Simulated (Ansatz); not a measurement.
# W (sc type): the cost of one run

Method: DFT LDA, with the methods named in each step, in Ansatz 0.2.0.

**1. The system as given**

Symmetry: Pm-3m, No. 221, cubic system. Conventional cell: a = 2.553 Å, b = 2.553 Å, c = 2.553 Å, α = 90.00°, β = 90.00°, γ = 90.00°. Around W (site symmetry m-3m) lie 6 W at 2.55 Å.

Structure file:

```cif
data_structure
_symmetry_space_group_name_H-M 'Pm-3m'
_symmetry_Int_Tables_number 221
_cell_length_a 2.5532
_cell_length_b 2.5532
_cell_length_c 2.5532
_cell_angle_alpha 90.000
_cell_angle_beta 90.000
_cell_angle_gamma 90.000
_cell_volume 16.64
loop_
_atom_site_label
_atom_site_type_symbol
_atom_site_symmetry_multiplicity
_atom_site_Wyckoff_symbol
_atom_site_fract_x
_atom_site_fract_y
_atom_site_fract_z
_atom_site_occupancy
W1 W 1 a 0.00000 0.00000 0.00000 1
```

The file gives the conventional cell by its symmetry; the runs use the cell typed in the input.

Whether this phase is the stable one at these pressures isn't tested.

**2. Cell relaxed at zero pressure, PAW**

File input.yaml:

```yaml
crystal:
  lattice:
    - [2.5532001346, 0.0, 0.0]
    - [0.0, 2.5532001346, 0.0]
    - [0.0, 0.0, 2.5532001346]
  atoms:
    - { symbol: W, position: [0.0, 0.0, 0.0] }
kpoints:
  mp_grid: { grid: [15, 15, 15] }
scf:
  occupations: { method: fermi_dirac, width: 0.08 }
hamiltonian:
  xc: lda
  pseudopotentials: { kind: paw }
output:
  forces: true
  stress: true
  write_density: true
  write_potential: true
  elf: true
  volumetric_format: npy
relax:
  f_tol: 0.005
  max_steps: 40
  cell: {}
```

Run with:

```sh
> ansatz run input.yaml --threads 1 --pin off --max-ram 2048MiB --backend cpu --events-out ev --progress --plain --runs-dir out
```

What time and memory should one allow on 1 thread of AMD EPYC 7R43 (Zen 3), shared host?

About 7.1 s, with a peak of 0.35 GiB.
